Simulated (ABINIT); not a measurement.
# In2S (P-4m2) in ABINIT: equation of state

Aim: energy against volume of In2S in PBE, for its equilibrium volume and stiffness.

Program: ABINIT 10.8.3 (patched build). These are calculated values, not measurements. Logs are shortened: lines on timing, memory, paths and dates and some standing lists are left out, and cuts for length are marked. The log counts tension as positive stress, the text compression.

### Step 1. The crystal as given

The structure is tetragonal, space group P-4m2 (No. 115). The conventional cell has a = 3.943 Å, b = 3.943 Å, c = 5.435 Å, α = 90.00°, β = 90.00°, γ = 90.00°. Around In (site symmetry 2mm) lie 2 S at 2.70 Å. S (site symmetry -4m2) has 4 In at 2.70 Å as nearest neighbours.

The cell was built by a generator and needn't be a form met in nature.

### Step 2. Equation of state, PBE

Input file run.abi:

```
# Datasets: one volume each
ndtset 7
getwfk -1
scalecart1 3*0.9795861087
scalecart2 3*0.9864848297
scalecart3 3*0.9932883884
scalecart4 3*1.0000000000
scalecart5 3*1.0066227096
scalecart6 3*1.0131594038
scalecart7 3*1.0196128224

# Pseudopotentials
pp_dirpath "./"
pseudos "In.GGA_PBE-JTH.xml, S.GGA_PBE-JTH.xml"

# Structure
acell 3*1.0 Angstrom
rprim
     3.9430600000     0.0000000000     0.0000000000
     0.0000000000     3.9430600000     0.0000000000
     0.0000000000     0.0000000000     5.4349500000
ntypat 2
znucl 49 16
natom 3
typat 1 1 2
xred
     0.5000000000     0.0000000000     0.6611500000
     0.0000000000     0.5000000000     0.3388500000
     0.0000000000     0.0000000000     0.0000000000

# Plane-wave basis
ecut 22.0
pawecutdg 44.0
pawxcdev 0

# k points
kptopt 1
ngkpt 7 7 5
nshiftk 1
shiftk 0.0 0.0 0.0

# Exchange and correlation
ixc 11

# Bands and occupations
nband 20
occopt 3
tsmear 0.05 eV

# SCF cycle
nstep 100
tolvrs 1.0e-9

# Output
iomode 3
prtwf 1
prtden 0
prteig 0
prtebands 0
enunit 1
```

Potentials or basis: JTH PAW PBE v2.0.

Command:

```bash
$ abinit run.abi > log 2>&1
```

run.abo:

```text
.Version 10.8.3 of ABINIT
 DATASET    1 : space group P-4 m 2 (#115); Bravais tP (primitive tetrag.)
================================================================================
 Values of the parameters that define the memory need for DATASET  1.
     intxc =       0    ionmov =       0      iscf =      17    lmnmax =      18
     lnmax =       6     mgfft =      45  mpssoang =       3    mqgrid =    3005
     natom =       3  nloc_mem =       2    nspden =       1   nspinor =       1
    nsppol =       1      nsym =       8    n1xccc =       1    ntypat =       2
    occopt =       3   xclevel =       2
       mpw =        2656          nfft =       46080          nkpt =          30
 PAW method is used; the additional fine FFT grid is defined by:
   mgfftf=        64    nfftf =    129600
================================================================================
================================================================================
[... 71 lines left out ...]
 DATASET    7 : space group P-4 m 2 (#115); Bravais tP (primitive tetrag.)
================================================================================
 Values of the parameters that define the memory need for DATASET  7.
     intxc =       0    ionmov =       0      iscf =      17    lmnmax =      18
     lnmax =       6     mgfft =      48  mpssoang =       3    mqgrid =    3127
     natom =       3  nloc_mem =       2    nspden =       1   nspinor =       1
    nsppol =       1      nsym =       8    n1xccc =       1    ntypat =       2
    occopt =       3   xclevel =       2
       mpw =        3002          nfft =       62208          nkpt =          30
 PAW method is used; the additional fine FFT grid is defined by:
   mgfftf=        64    nfftf =    147456
================================================================================
================================================================================

--------------------------------------------------------------------------------
------------- Echo of variables that govern the present computation ------------
--------------------------------------------------------------------------------
 -outvars: echo values of preprocessed input variables --------
            acell      1.8897261259E+00  1.8897261259E+00  1.8897261259E+00 Bohr
              amu      1.14820000E+02  3.20660000E+01
             ecut      2.20000000E+01 Hartree
           enunit           1
           getwfk          -1
              ixc          11
           jdtset        1    2    3    4    5    6    7
         kptrlatt        7    0    0      0    7    0      0    0    5
          kptrlen1     5.03045238E+01
          kptrlen2     5.06587927E+01
          kptrlen3     5.10081748E+01
          kptrlen4     5.13528350E+01
          kptrlen5     5.16929300E+01
          kptrlen6     5.20286077E+01
          kptrlen7     5.23600091E+01
            natom           3
            nband          20
           ndtset           7
            ngfft1         32      32      45
            ngfft2         32      32      45
            ngfft3         32      32      45
            ngfft4         32      32      45
            ngfft5         32      32      45
            ngfft6         32      32      45
            ngfft7         36      36      48
          ngfftdg1         45      45      64
          ngfftdg2         45      45      64
          ngfftdg3         48      48      64
          ngfftdg4         48      48      64
          ngfftdg5         48      48      64
          ngfftdg6         48      48      64
          ngfftdg7         48      48      64
             nkpt          30
            nstep         100
             nsym           8
           ntypat           2
           occopt           3
        pawecutdg      4.40000000E+01 Hartree
         pawxcdev           0
           prtden           0
        prtebands           0
           prteig           0
            rprim1     3.8625668018E+00  0.0000000000E+00  0.0000000000E+00
                       0.0000000000E+00  3.8625668018E+00  0.0000000000E+00
                       0.0000000000E+00  0.0000000000E+00  5.3240015215E+00
            rprim2     3.8897688726E+00  0.0000000000E+00  0.0000000000E+00
                       0.0000000000E+00  3.8897688726E+00  0.0000000000E+00
                       0.0000000000E+00  0.0000000000E+00  5.3614957252E+00
            rprim3     3.9165957128E+00  0.0000000000E+00  0.0000000000E+00
                       0.0000000000E+00  3.9165957128E+00  0.0000000000E+00
                       0.0000000000E+00  0.0000000000E+00  5.3984727265E+00
            rprim4     3.9430600000E+00  0.0000000000E+00  0.0000000000E+00
                       0.0000000000E+00  3.9430600000E+00  0.0000000000E+00
                       0.0000000000E+00  0.0000000000E+00  5.4349500000E+00
            rprim5     3.9691737413E+00  0.0000000000E+00  0.0000000000E+00
                       0.0000000000E+00  3.9691737413E+00  0.0000000000E+00
                       0.0000000000E+00  0.0000000000E+00  5.4709440955E+00
            rprim6     3.9949483187E+00  0.0000000000E+00  0.0000000000E+00
                       0.0000000000E+00  3.9949483187E+00  0.0000000000E+00
                       0.0000000000E+00  0.0000000000E+00  5.5064707017E+00
            rprim7     4.0203945355E+00  0.0000000000E+00  0.0000000000E+00
                       0.0000000000E+00  4.0203945355E+00  0.0000000000E+00
                       0.0000000000E+00  0.0000000000E+00  5.5415447091E+00
          spgroup         115
           tolvrs      1.00000000E-09
           tsmear      1.83746611E-03 Hartree
            typat      1  1  2
           useylm           1
           xangst1     1.9312834009E+00  0.0000000000E+00  3.5199636059E+00
                       0.0000000000E+00  1.9312834009E+00  1.8040379156E+00
                       0.0000000000E+00  0.0000000000E+00  0.0000000000E+00
           xangst2     1.9448844363E+00  0.0000000000E+00  3.5447528987E+00
                       0.0000000000E+00  1.9448844363E+00  1.8167428265E+00
                       0.0000000000E+00  0.0000000000E+00  0.0000000000E+00
           xangst3     1.9582978564E+00  0.0000000000E+00  3.5692002431E+00
                       0.0000000000E+00  1.9582978564E+00  1.8292724834E+00
                       0.0000000000E+00  0.0000000000E+00  0.0000000000E+00
           xangst4     1.9715300000E+00  0.0000000000E+00  3.5933171925E+00
                       0.0000000000E+00  1.9715300000E+00  1.8416328075E+00
                       0.0000000000E+00  0.0000000000E+00  0.0000000000E+00
           xangst5     1.9845868707E+00  0.0000000000E+00  3.6171146888E+00
                       0.0000000000E+00  1.9845868707E+00  1.8538294068E+00
                       0.0000000000E+00  0.0000000000E+00  0.0000000000E+00
           xangst6     1.9974741594E+00  0.0000000000E+00  3.6406031044E+00
                       0.0000000000E+00  1.9974741594E+00  1.8658675973E+00
                       0.0000000000E+00  0.0000000000E+00  0.0000000000E+00
           xangst7     2.0101972677E+00  0.0000000000E+00  3.6637922844E+00
                       0.0000000000E+00  2.0101972677E+00  1.8777524247E+00
                       0.0000000000E+00  0.0000000000E+00  0.0000000000E+00
            xcart1     3.6495966992E+00  0.0000000000E+00  6.6517671884E+00
                       0.0000000000E+00  3.6495966992E+00  3.4091375811E+00
                       0.0000000000E+00  0.0000000000E+00  0.0000000000E+00
            xcart2     3.6752989311E+00  0.0000000000E+00  6.6986121626E+00
                       0.0000000000E+00  3.6752989311E+00  3.4331463832E+00
                       0.0000000000E+00  0.0000000000E+00  0.0000000000E+00
            xcart3     3.7006466215E+00  0.0000000000E+00  6.7448109481E+00
                       0.0000000000E+00  3.7006466215E+00  3.4568240033E+00
                       0.0000000000E+00  0.0000000000E+00  0.0000000000E+00
            xcart4     3.7256517490E+00  0.0000000000E+00  6.7903853773E+00
                       0.0000000000E+00  3.7256517490E+00  3.4801816307E+00
                       0.0000000000E+00  0.0000000000E+00  0.0000000000E+00
            xcart5     3.7503256586E+00  0.0000000000E+00  6.8353561278E+00
                       0.0000000000E+00  3.7503256586E+00  3.5032298630E+00
                       0.0000000000E+00  0.0000000000E+00  0.0000000000E+00
            xcart6     3.7746791048E+00  0.0000000000E+00  6.8797428005E+00
                       0.0000000000E+00  3.7746791048E+00  3.5259787460E+00
                       0.0000000000E+00  0.0000000000E+00  0.0000000000E+00
            xcart7     3.7987222951E+00  0.0000000000E+00  6.9235639998E+00
                       0.0000000000E+00  3.7987222951E+00  3.5484378149E+00
                       0.0000000000E+00  0.0000000000E+00  0.0000000000E+00
             xred      5.0000000000E-01  0.0000000000E+00  6.6115000000E-01
                       0.0000000000E+00  5.0000000000E-01  3.3885000000E-01
                       0.0000000000E+00  0.0000000000E+00  0.0000000000E+00
            znucl       49.00000   16.00000

================================================================================

 chkinp: Checking input parameters for consistency, jdtset=   1.

 chkinp: Checking input parameters for consistency, jdtset=   2.

 chkinp: Checking input parameters for consistency, jdtset=   3.

 chkinp: Checking input parameters for consistency, jdtset=   4.
[... 48 lines left out ...]
- pspini: atom type   2  psp file is ./S.GGA_PBE-JTH.xml
 Pseudopotential format is: paw10
 basis_size (lnmax)=  4 (lmn_size=  8), orbitals=   0   0   1   1
 Spheres core radius: rc_sph= 1.90380259
 Shapefunction is SIN type: shapef(r)=[sin(pi*r/rshp)/(pi*r/rshp)]**2
 Radius for shape functions =  1.40128485
 Compensation charge density is not taken into account in XC energy/potential

   1.74493877E+03                                ecore*ucvol(ha*bohr**3)
--------------------------------------------------------------------------------

[... 7 lines left out ...]

     iter   Etot(hartree)      deltaE(h)  residm     nres2
 ETOT  1  -126.33794302562    -1.263E+02 1.617E-01 2.994E+00
 ETOT  2  -126.43166161570    -9.372E-02 5.748E-02 8.864E-01
 ETOT  3  -126.43106606410     5.956E-04 5.050E-03 2.035E-01
 ETOT  4  -126.43094997273     1.161E-04 2.867E-03 7.263E-03
 ETOT  5  -126.43099068335    -4.071E-05 8.135E-04 7.360E-04
 ETOT  6  -126.43099721886    -6.536E-06 4.193E-04 2.081E-04
 ETOT  7  -126.43099893147    -1.713E-06 3.135E-04 9.726E-06
 ETOT  8  -126.43099915533    -2.239E-07 1.405E-04 8.139E-07
 ETOT  9  -126.43099916844    -1.311E-08 1.343E-04 1.039E-07
 ETOT 10  -126.43099916921    -7.729E-10 6.741E-05 6.128E-09
 ETOT 11  -126.43099916930    -8.917E-11 5.593E-05 1.259E-09
[... 1375 lines left out ...]
 Cartesian components of stress tensor (hartree/bohr^3)
  sigma(1 1)=  5.10604383E-05  sigma(3 2)=  0.00000000E+00
  sigma(2 2)=  5.10604383E-05  sigma(3 1)=  0.00000000E+00
  sigma(3 3)=  7.56359438E-05  sigma(2 1)=  0.00000000E+00

-Cartesian components of stress tensor (GPa)         [Pressure= -1.7433E+00 GPa]
- sigma(1 1)=  1.50224996E+00  sigma(3 2)=  0.00000000E+00
- sigma(2 2)=  1.50224996E+00  sigma(3 1)=  0.00000000E+00
- sigma(3 3)=  2.22528629E+00  sigma(2 1)=  0.00000000E+00

== END DATASET(S) ==============================================================
================================================================================

 -outvars: echo values of variables after computation  --------
            acell      1.8897261259E+00  1.8897261259E+00  1.8897261259E+00 Bohr
           etotal1    -1.2643099917E+02
           etotal2    -1.2643186367E+02
           etotal3    -1.2643238818E+02
           etotal4    -1.2643257006E+02
           etotal5    -1.2643247279E+02
           etotal6    -1.2643213096E+02
           etotal7    -1.2643157606E+02
            fcart1    -0.0000000000E+00 -0.0000000000E+00 -4.6233984962E-03
                      -0.0000000000E+00 -0.0000000000E+00  4.6233984962E-03
                      -0.0000000000E+00 -0.0000000000E+00 -2.8912057933E-19
            fcart2    -0.0000000000E+00 -0.0000000000E+00 -2.9110170122E-03
                      -0.0000000000E+00 -0.0000000000E+00  2.9110170122E-03
                      -0.0000000000E+00 -0.0000000000E+00 -4.3368086900E-19
            fcart3    -0.0000000000E+00 -0.0000000000E+00 -1.0807644677E-03
                      -0.0000000000E+00 -0.0000000000E+00  1.0807644677E-03
                      -0.0000000000E+00 -0.0000000000E+00  7.2280144832E-20
            fcart4    -0.0000000000E+00 -0.0000000000E+00  3.6953951637E-04
                      -0.0000000000E+00 -0.0000000000E+00 -3.6953951637E-04
                      -0.0000000000E+00 -0.0000000000E+00  3.6140072364E-20
            fcart5    -0.0000000000E+00 -0.0000000000E+00  1.7583395146E-03
                      -0.0000000000E+00 -0.0000000000E+00 -1.7583395146E-03
                      -0.0000000000E+00 -0.0000000000E+00  2.6044617954E-29
[... 44 lines left out ...]
           xangst2     1.9448844363E+00  0.0000000000E+00  3.5447528987E+00
                       0.0000000000E+00  1.9448844363E+00  1.8167428265E+00
                       0.0000000000E+00  0.0000000000E+00  0.0000000000E+00
           xangst3     1.9582978564E+00  0.0000000000E+00  3.5692002431E+00
                       0.0000000000E+00  1.9582978564E+00  1.8292724834E+00
                       0.0000000000E+00  0.0000000000E+00  0.0000000000E+00
           xangst4     1.9715300000E+00  0.0000000000E+00  3.5933171925E+00
                       0.0000000000E+00  1.9715300000E+00  1.8416328075E+00
                       0.0000000000E+00  0.0000000000E+00  0.0000000000E+00
           xangst5     1.9845868707E+00  0.0000000000E+00  3.6171146888E+00
                       0.0000000000E+00  1.9845868707E+00  1.8538294068E+00
                       0.0000000000E+00  0.0000000000E+00  0.0000000000E+00
           xangst6     1.9974741594E+00  0.0000000000E+00  3.6406031044E+00
                       0.0000000000E+00  1.9974741594E+00  1.8658675973E+00
                       0.0000000000E+00  0.0000000000E+00  0.0000000000E+00
           xangst7     2.0101972677E+00  0.0000000000E+00  3.6637922844E+00
                       0.0000000000E+00  2.0101972677E+00  1.8777524247E+00
                       0.0000000000E+00  0.0000000000E+00  0.0000000000E+00
             xred      5.0000000000E-01  0.0000000000E+00  6.6115000000E-01
                       0.0000000000E+00  5.0000000000E-01  3.3885000000E-01
                       0.0000000000E+00  0.0000000000E+00  0.0000000000E+00
 Calculation completed.
```

It took 6 min on 1 thread of Arm Neoverse V1, shared host; peak memory 0.19 GiB.

Results:

```
Equilibrium volume                        : 28.25 Å³/atom
Bulk modulus at fixed shape and positions : 36 GPa
Pressure derivative of the bulk modulus   : 5.6 (rough: it moves with the points fitted)
```

Energy against volume, from the lowest point:
| volume (Å³/atom) | energy (meV/atom) |
| --- | --- |
| 26.477 | 14.25 |
| 27.040 | 6.41 |
| 27.604 | 1.65 |
| 28.167 | 0.00 |
| 28.730 | 0.88 |
| 29.294 | 3.98 |
| 29.857 | 9.02 |

Caveat: pressures at fixed basis lie under the slope of the energies; the cell was scaled at fixed shape and fractional positions, which overstates the stiffness of a crystal with free parameters, most of all of layers and chains.
